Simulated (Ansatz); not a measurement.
BiTe: equation of state with LDA

BiTe:

```
CELL_PARAMETERS angstrom
2.42271 1.39875 3.31729
-2.42271 1.39875 3.31729
0.00000 -2.79750 3.31729
ATOMIC_POSITIONS crystal
Bi 0.50000 0.50000 0.50000
Te 0.00000 0.00000 0.00000
```

The cell comes from a database or a generator and needn't be the stable form of this composition.

```json
{
 "Program": "Ansatz 0.2.0",
 "Task": "equation of state",
 "Functional": "LDA",
 "Potentials or basis": "all-electron LAPW, scalar-relativistic",
 "Basis error allowed": "0.001 eV/atom",
 "k mesh": "7 × 7 × 7",
 "Occupations": "fermi-dirac, width 0.05 eV",
 "Spin": "no spin polarisation"
}
```

```json
{
  "Equilibrium volume": "31.50 Å³/atom (rough: see the caveat)",
  "Bulk modulus at fixed shape and positions": "58 GPa (rough)"
}
```

Energy against volume, from the lowest point:
```csv
volume (Å³/atom),energy (meV/atom)
31.701,0.00
32.376,3.96
33.050,12.43
33.725,24.89
34.399,40.90
35.074,60.06
35.748,82.00
```

All runs of the series together: 97 s on 1 thread of Arm Neoverse V1, on a shared host.

Caveat: the minimum lies outside the volumes run; the cell was scaled at fixed shape and fractional positions, which overstates the stiffness of a crystal with free parameters, most of all of layers and chains.
